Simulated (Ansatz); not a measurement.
# C4H9AlClN: the cost of one run

Program: Ansatz 0.2.0, Gaussian basis. Level of theory: the settings change from run to run. These are calculated values, not measurements.

## 1. The relaxed structure

An earlier PBE0-D4 in a triple-zeta def2 set relaxation fixed the geometry.

SMILES `CC#[N+][Al-]([CH3])([CH3])[Cl]`, 16 atoms, charge 0, spin multiplicity 1.

Atoms are counted from 1 here; the program's logs count them from 0.

Bond lengths: C1–C2 1.441 Å, C1–H8 1.091 Å, C1–H9 1.091 Å, C1–H10 1.091 Å, C2–N3 1.143 Å, N3–Al4 2.034 Å, Al4–C5 1.959 Å, Al4–C6 1.959 Å, Al4–Cl7 2.158 Å, C5–H11 1.095 Å, C5–H12 1.095 Å, C5–H13 1.094 Å, C6–H14 1.095 Å, C6–H15 1.095 Å, C6–H16 1.094 Å. Angles: C2–C1–H8 109.8°, C2–C1–H9 109.4°, C2–C1–H10 109.6°, H8–C1–H9 109.4°, H8–C1–H10 109.4°, H9–C1–H10 109.3°, C1–C2–N3 179.5°, C2–N3–Al4 175.7°, N3–Al4–C5 101.6°, N3–Al4–C6 101.6°, N3–Al4–Cl7 96.9°, C5–Al4–C6 121.8°, C5–Al4–Cl7 114.5°, C6–Al4–Cl7 114.5°, Al4–C5–H11 112.1°, Al4–C5–H12 110.7°, Al4–C5–H13 112.1°, H11–C5–H12 106.9° and more.

## 2. SPW92/aug-cc-pVTZ

Contents of in.yaml:

```yaml
crystal:
  periodic: [false, false, false]
  atoms:
    - {symbol: C, position_ang: [2.264025, -0.152993, 2.465913]}
    - {symbol: C, position_ang: [1.328672, -0.000804, 1.379898]}
    - {symbol: N, position_ang: [0.591548, 0.128381, 0.516251]}
    - {symbol: Al, position_ang: [-0.649451, 0.489890, -1.054126]}
    - {symbol: C, position_ang: [-0.224320, -1.006341, -2.244414]}
    - {symbol: C, position_ang: [-2.385242, 0.637373, -0.158877]}
    - {symbol: Cl, position_ang: [0.217877, 2.375818, -1.642447]}
    - {symbol: H, position_ang: [2.291185, -1.195598, 2.786372]}
    - {symbol: H, position_ang: [3.258545, 0.149490, 2.133643]}
    - {symbol: H, position_ang: [1.957379, 0.475426, 3.303645]}
    - {symbol: H, position_ang: [-0.475793, -1.973609, -1.796227]}
    - {symbol: H, position_ang: [-0.789964, -0.931260, -3.178885]}
    - {symbol: H, position_ang: [0.835456, -1.027854, -2.515661]}
    - {symbol: H, position_ang: [-3.173342, 0.881814, -0.878582]}
    - {symbol: H, position_ang: [-2.677754, -0.298827, 0.328671]}
    - {symbol: H, position_ang: [-2.391719, 1.426395, 0.599128]}
basis:
  gaussian: {orbitals: aug-cc-pVTZ}
hamiltonian: {xc: {name: SPW92}}
```

Launch:

```console
> ansatz run in.yaml --threads 4 --pin off --events-out ev --progress --plain --max-ram 11315MiB
```

**Question.** How long does this run take on 4 threads of Arm Neoverse V1, shared host, and how much memory does it need?

About 7.5 s, with a peak of 1.5 GiB.
